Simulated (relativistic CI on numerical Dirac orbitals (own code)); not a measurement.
# Dy²⁴⁺: E1 transition arrays

Where do the unresolved transition arrays of Dy²⁴⁺ lie, how wide and how strong are they, and what do scaling and mixing change?

Program: relativistic CI on numerical Dirac orbitals (own code) version 3. Level of theory: Dirac-Coulomb-Breit CI, KLI orbitals optimised for each configuration, model QED (radiative potential, 1s self-energy scaled to tabulated hydrogen-like ionisation energies), valence Slater integrals scaled by 0.9, whole transition arrays. These are calculated values, not measurements, unless marked.

### Step 1. The atom as given

* ion: Dy²⁴⁺ (Dy XXV)
* nuclear charge: 66
* electrons: 42
* isotope: A = 164
* configurations: [Kr] 4d6; [Kr] 4d5 4f; [Ar] 3d10 4s2 4p5 4d7; [Kr] 4d5 5p; [Kr] 4d5 5f

The outer shells:

[Kr] 4d6
```
[Kr] core
4d [↑↓][↑ ][↑ ][↑ ][↑ ]
```

### Step 2. Main run

Settings of the run:

```ini
atom Dy  Z=66  charge=24  electrons=42
nucleus A=164  rms_radius_fm=5.2218
hamiltonian dirac-coulomb  breit=on  qed=on  c_scale=1
orbitals kli  potential=per-configuration
slater_scale 0.9
correlation none
mixing on
configurations
  [Kr] 4d6
  [Kr] 4d5 4f
  [Ar] 3d10 4s2 4p5 4d7
  [Kr] 4d5 5p
  [Kr] 4d5 5f
end
arrays E1 from the first configuration
```

### Step 3. Without configuration mixing

Settings: those of step 2 with these lines changed.

```diff
@@ -6,3 +6,3 @@
 correlation none
-mixing on
+mixing off
 configurations
```

### Step 4. Slater integrals scaled by 1

Settings: those of step 3 with these lines changed.

```diff
@@ -4,5 +4,5 @@
 orbitals kli  potential=per-configuration
-slater_scale 0.9
+slater_scale 1
 correlation none
-mixing off
+mixing on
 configurations
```

### Step 5. Slater integrals scaled by 0.8

Settings: those of step 4 with these lines changed.

```diff
@@ -4,3 +4,3 @@
 orbitals kli  potential=per-configuration
-slater_scale 1
+slater_scale 0.8
 correlation none
```

(Steps that only read results are left out.)

Before running it: what results should come out? Wanted: strongest array, main run; lines in all.

As calculated:

The array to 4p6 4d5 4f, the strongest of the main run, in each run:

| run | time | mean (eV) | width (eV) | gf sum | strongest line (nm) | strongest array of the run |
| --- | --- | --- | --- | --- | --- | --- |
| main run | 0.71 s | 190.91 | 8.27 | 945.3 | 6.417 | 4p6 4d5 4f |
| without configuration mixing | 0.69 s | 184.57 | 7.76 | 828.7 | 6.422 | 4p6 4d5 4f |
| Slater integrals scaled by 1 | 0.69 s | 194.94 | 8.39 | 1034 | 6.308 | 4p6 4d5 4f |
| Slater integrals scaled by 0.8 | 0.68 s | 187.31 | 7.99 | 907.0 | 6.529 | 4p6 4d5 4f |

```
                 quantity                      value
strongest array, main run  to 4p6 4d5 4f, 5866 lines
       its mean and width   190.9 ± 8.3 eV (6.49 nm)
      its share of all gf                       56 %
             lines in all                      15903
```

What this shows: The array to 4p6 4d5 4f carries 56 % of the oscillator strength, around 6.49 nm. Configuration mixing moves its mean by +6.34 eV and changes its gf sum by +14 %. All levels of the first configuration count with their statistical weight; no plasma population is modelled.
